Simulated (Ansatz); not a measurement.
# Cl₂HSSn radical: small, medium and large basis sets

Aim: see how fast density functionals converge with the basis set for Cl₂HSSn radical.

The runs use Ansatz 0.2.0, Gaussian basis; one geometry, several basis sets.

Levels to be run: PBE0-D4/def2-SVP; ωB97M-V/def2-SVP; PBE0-D4/def2-QZVPP; ωB97M-V/def2-QZVPP; the functionals' def2-TZVPP values are taken from earlier runs.

## 1. The relaxed structure

The geometry comes from an earlier relaxation with PBE0-D4 in a triple-zeta def2 set; it is a stationary point. Sn takes the def2 core potential; no spin-orbit term is included.

SMILES `[SH][Sn]([Cl])[Cl]`, 5 atoms, charge 0, spin multiplicity 2.

Atoms are counted from 1 here; the program's logs count them from 0.

Bond lengths: S1–Sn2 2.418 Å, S1–H5 1.346 Å, Sn2–Cl3 2.338 Å, Sn2–Cl4 2.346 Å. Angles: Sn2–S1–H5 91.2°, S1–Sn2–Cl3 105.9°, S1–Sn2–Cl4 108.2°, Cl3–Sn2–Cl4 107.6°.

## 2. PBE0-D4 in def2-SVP

in.yaml

```yaml
crystal:
  periodic: [false, false, false]
  atoms:
    - {symbol: S, position_ang: [-0.040051, 1.711103, 0.477659]}
    - {symbol: Sn, position_ang: [0.648565, -0.427345, -0.417279]}
    - {symbol: Cl, position_ang: [1.707766, -1.546201, 1.340859]}
    - {symbol: Cl, position_ang: [-1.278818, -1.644984, -0.972480]}
    - {symbol: H, position_ang: [-0.987561, 1.833727, -0.470159]}
basis:
  gaussian: {orbitals: def2-SVP}
magnetization: {spin_polarized: true, initial_magnetization: 1}
hamiltonian: {xc: pbe0, dispersion: d4}
output: {orbitals: {seedname: orbitals}}
```

Further steps of the session: ωB97M-V in def2-SVP; PBE0-D4 in def2-QZVPP; ωB97M-V in def2-QZVPP.

Before running them: what should the planned runs give, taken together? Wanted: PBE0-D4: double and triple zeta above quadruple; ωB97M-V: double and triple zeta above quadruple.

**Answer**, as computed:

```
                                       quantity           value
PBE0-D4: double and triple zeta above quadruple  13.88, 1.13 eV
ωB97M-V: double and triple zeta above quadruple  13.72, 1.08 eV
```

**Reading.** For PBE0-D4 the step from double to triple zeta gains 12.75 eV and the next only 1.13 eV. These are total energies; as a rule much of such shifts cancels in differences, which this series doesn't test.
